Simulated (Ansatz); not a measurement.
# Si2Ni: the cost of one run

Method: DFT r2SCAN, PAW, plane waves, scalar-relativistic, in Ansatz 0.2.0.

## Step 1: The structure to begin with

Symmetry: Fm-3m, No. 225, cubic system. The conventional cell has a = 5.406 Å, b = 5.406 Å, c = 5.406 Å, α = 90.00°, β = 90.00°, γ = 90.00°. Si (site symmetry -43m) has 4 Ni at 2.34 Å as nearest neighbours. Around Ni (site symmetry m-3m) lie 8 Si at 2.34 Å.

As a file:

```xyz
6
Lattice="5.4060 2.7030 2.7030 2.7030 5.4060 2.7030 2.7030 2.7030 5.4060" Properties=species:S:1:pos:R:3 pbc="T T T"
Si    1.3515    1.3515    1.3515
Si    6.7575    6.7575    6.7575
Si    4.0545    4.0545    4.0545
Si    9.4605    9.4605    9.4605
Ni    0.0000    0.0000    0.0000
Ni    5.4060    5.4060    5.4060
```

In tables a label like Ni6 counts atoms in the order of input.yaml; a structure file may count by element.

The first starts: parallel moments, plain SCF; opposed moments +-, plain SCF; no spin polarisation; spin on, no moments given (the program may seed its own), plain SCF. What is tried next depends on their ends.

“Plain SCF” means no search for lower states. Ends within 0.2 meV/atom and 0.1 μB count as one state.

Site moments are integrals over atomic spheres and don't add up to the total.

## Step 2: Parallel moments, plain SCF

Input file input.yaml:

```yaml
crystal:
  lattice:
    - [5.406, 2.703, 2.703]
    - [2.703, 5.406, 2.703]
    - [2.703, 2.703, 5.406]
  atoms:
    - { symbol: Si, position: [0.125, 0.125, 0.125] }
    - { symbol: Si, position: [0.625, 0.625, 0.625] }
    - { symbol: Si, position: [0.375, 0.375, 0.375] }
    - { symbol: Si, position: [0.875, 0.875, 0.875] }
    - { symbol: Ni, position: [0.0, 0.0, 0.0], spin: 2.0 }
    - { symbol: Ni, position: [0.5, 0.5, 0.5], spin: 2.0 }
magnetization:
  spin_polarized: true
hamiltonian:
  xc: r2scan
  pseudopotentials: { kind: paw }
basis:
  ecutwfc: 500
kpoints:
  mp_grid: { grid: [5, 5, 5] }
scf:
  occupations: { method: fermi_dirac, width: 0.1 }
  lower_state_search: "off"
output:
  forces: true
  stress: true
```

What time and memory should one allow on 2 threads of an Arm CPU, shared host?

About 16 s, with a peak of 0.6 GiB.
